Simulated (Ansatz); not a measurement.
# GeHPSi: the cost of one run

Method: the settings change from run to run; program: Ansatz 0.2.0, Gaussian basis.

25 further runs of the same task are left out: 13 that didn't finish, 12 set aside as unsound or not needed.

## (1) The system

The geometry is a PBE0/def2-TZVP stationary point (not a proven minimum) of the parent state, kept for this charge and spin. No spin-orbit coupling is included. The filled d shell of Ge may be among the frozen orbitals whatever the setting's name suggests; the logs give the count.

4 atoms, charge 1, spin multiplicity 2.

Atoms are counted from 1 here; the program's logs count them from 0.

Bond lengths: Ge1–Si2 2.558 Å, Ge1–P3 2.213 Å, Si2–P3 2.167 Å, Si2–H4 1.507 Å. Angles: Si2–Ge1–P3 53.4°, Ge1–Si2–P3 55.1°, Ge1–Si2–H4 110.3°, P3–Si2–H4 121.4°, Ge1–P3–Si2 71.5°.

## (2) BCCD(T) on ROHF/cc-pVDZ

The input, in.yaml:

```yaml
crystal:
  periodic: [false, false, false]
  atoms:
    - {symbol: Ge, position_ang: [0.009806, 0.202438, 0.942821]}
    - {symbol: Si, position_ang: [-0.104787, 0.777489, -1.547135]}
    - {symbol: P, position_ang: [0.035461, -1.230007, -0.744318]}
    - {symbol: H, position_ang: [1.123418, 1.544418, -1.964550]}
basis:
  gaussian: {orbitals: cc-pVDZ}
total_charge: 1
magnetization: {spin_polarized: false, initial_magnetization: 1}
hamiltonian: {pseudopotentials: {relativity: none}}
correlation: {method: bccd_t, electrons: outside_noble_gas}
output: {forces: true}
```

Command:

```bash
ansatz run in.yaml --threads 1 --pin off --events-out ev --progress --plain --max-ram 2393MiB
```

What time and memory should one allow on 1 thread of Arm Neoverse V2, shared host?

About 56 s, with a peak of 0.31 GiB.
